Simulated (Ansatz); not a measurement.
**The germanium atom (triplet): wave-function methods side by side, cc-pVQZ**

How much of the correlation energy of the germanium atom (triplet) does each wave-function method recover here?

Method: cc-pVQZ, core rule «outside noble gas», up to 14 orbitals frozen; program: Ansatz 0.2.0, Gaussian basis.

Plan: UHF; CCSD(T) on ROHF; CCSD(T) on UHF; BCCD(T) on ROHF; CISD; CCSDT(Q) on ROHF; CCSDT(Q) on UHF; CASSCF and MRCISD+Q, 4 electrons in 4 orbitals; CASSCF and MRCISD+Q(relaxed), 4 electrons in 4 orbitals; CASSCF and NEVPT4(SD), 4 electrons in 4 orbitals; CASSCF and NEVPT2, 4 electrons in 4 orbitals.

## 1. The atom

A free atom, in its lowest state of this spin that the program finds. No spin-orbit coupling is included. The filled d shell of Ge may be among the frozen orbitals whatever the setting's name suggests; the logs give the count.

1 atom, charge 0, spin multiplicity 3.

## 2. UHF

in.yaml reads:

```yaml
crystal:
  periodic: [false, false, false]
  atoms:
    - {symbol: Ge, position_ang: [0.000000, 0.000000, 0.000000]}
basis:
  gaussian: {orbitals: cc-pVQZ}
magnetization: {spin_polarized: true, initial_magnetization: 2}
hamiltonian: {xc: hf}
output: {orbitals: {seedname: orbitals}}
```

Command:

```sh
ansatz run in.yaml --threads 1 --pin off --events-out ev --progress --plain --max-ram 2393MiB
```

Further steps of the session: CCSD(T) on ROHF; CCSD(T) on UHF; BCCD(T) on ROHF; CISD; CCSDT(Q) on ROHF; CCSDT(Q) on UHF; CASSCF and MRCISD+Q, 4 electrons in 4 orbitals; CASSCF and MRCISD+Q(relaxed), 4 electrons in 4 orbitals; CASSCF and NEVPT4(SD), 4 electrons in 4 orbitals; CASSCF and NEVPT2, 4 electrons in 4 orbitals.

Q: Predict the results of all the runs planned. Wanted: UCCSDT(Q) below the RHF energy; RMP2 from UCCSDT(Q); UMP2 from UCCSDT(Q); RCCSD from UCCSDT(Q); RCCSD(T) from UCCSDT(Q); UCCSD(T) from UCCSDT(Q); RCCSDT(Q) from UCCSDT(Q); NEVPT2 valence from UCCSDT(Q); NEVPT4(SD) valence from UCCSDT(Q).

**Answer**, as computed:

| quantity | value |
| --- | --- |
| UCCSDT(Q) below the RHF energy | -2.0044 eV |
| RMP2 from UCCSDT(Q) | +445.7 meV |
| UMP2 from UCCSDT(Q) | +442.8 meV |
| RCCSD from UCCSDT(Q) | +86.2 meV |
| RCCSD(T) from UCCSDT(Q) | +25.2 meV |
| UCCSD(T) from UCCSDT(Q) | +14.7 meV |
| RCCSDT(Q) from UCCSDT(Q) | +10.7 meV |
| NEVPT2 valence from UCCSDT(Q) | +348.4 meV |
| NEVPT4(SD) valence from UCCSDT(Q) | +40.8 meV |
| MRCISD+Q valence from UCCSDT(Q) | +2.0 meV |
| levels within 1 kcal/mol (43 meV) | RCCSD(T), UCCSD(T), BCCD(T), RCCSDT, UCCSDT, RCCSDT(Q), NEVPT4(SD) valence, MRCISD+Q valence, MRCISD+Q(relaxed) valence |
| T1 diagnostic | 0.020 |
| effectively unpaired electrons | 2.01 |

In words: RCCSD(T) lands +25.2 meV from the yardstick (1.3 % of the correlation energy). One determinant dominates. Of the multireference levels listed MRCISD+Q(relaxed) valence comes nearest in total energy (-0.5 meV), which doesn't show that its space is the better one. These misses are within one basis, not against nature; the frozen cores of restricted and unrestricted runs differ, which can shift their rows.
